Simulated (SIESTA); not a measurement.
MgZn3S4:

```
Zn S Mg
1.0
     6.01560   -1.81701    0.00000
     6.01560    1.81701    0.00000
    -1.09041    0.00000    6.19141
Zn S Mg
3 4 1
Cartesian
  2.1828 0.0000 4.6373
  5.4704 0.0000 3.0957
  8.7580 0.0000 1.5541
  4.3382 0.0000 0.7910
  6.6026 0.0000 5.4004
  9.8387 0.0000 3.8387
  1.1021 0.0000 2.3527
  0.0000 0.0000 0.0000
```

The cell comes from a database or a generator and needn't be the stable form of this composition.

| Item | Value |
| --- | --- |
| Program | SIESTA 5.4.2 |
| Task | single point |
| Functional | PBEsol |
| Potentials or basis | PseudoDojo 0.4 standard (PBEsol files) |
| Basis | DZP (energy shift 0.003 Ry; two zetas on semicore shells) |
| Grid cutoff | 800 Ry |
| Energy shift | 0.003 Ry |
| k mesh | 8 × 8 × 5 |
| Occupations | fermi-dirac, width 0.05 eV |
| Spin | no spin polarisation |

On this cell: pressure -3.2 GPa; largest force 0.278 eV/Å; band gap on the k mesh 0.39 eV, indirect (least direct gap 0.59 eV).

The same run follows on a disturbed copy (atoms moved at random, drawn with an rms of 0.05 Å):

```
Zn S Mg
1.0
     6.01560   -1.81701    0.00000
     6.01560    1.81701    0.00000
    -1.09041    0.00000    6.19141
Zn S Mg
3 4 1
Direct
  0.24155 0.25907 0.75538
  0.48774 0.51091 0.49583
  0.75678 0.75068 0.24752
  0.36608 0.37886 0.13199
  0.60972 0.64600 0.87237
  0.87114 0.87235 0.62349
  0.12285 0.13290 0.38510
  0.98678 0.00469 0.99826
```

Question: What changes?

Answer: The energy moves by +3.7 meV/atom; pressure -3.1 GPa; largest force 0.422 eV/Å; band gap on the k mesh 0.37 eV, indirect (least direct gap 0.55 eV).

Forces on the atoms (eV/Å):
```
Zn  -0.167  0.030 -0.235
Zn   0.200 -0.041  0.142
Zn  -0.362  0.084  0.116
S   -0.200 -0.048  0.105
S    0.149 -0.090  0.060
S    0.057 -0.010 -0.239
S   -0.092  0.063 -0.035
Mg   0.413  0.011  0.087
```

Stress tensor (GPa, compression positive):
```
-3.16 -0.10 -0.02
-0.10 -3.00  0.08
-0.02  0.08 -3.16
```

Caveats: short orbitals over semicore shells can move pressures by several GPa; the valence orbitals were made in a potential fitted to the semicore shell under them, which widens gaps by tenths of an eV or more; an odd mesh through Γ misses points on the zone boundary, where band edges often lie; the basis of atomic orbitals isn't converged, which shifts pressures, moduli and gaps.
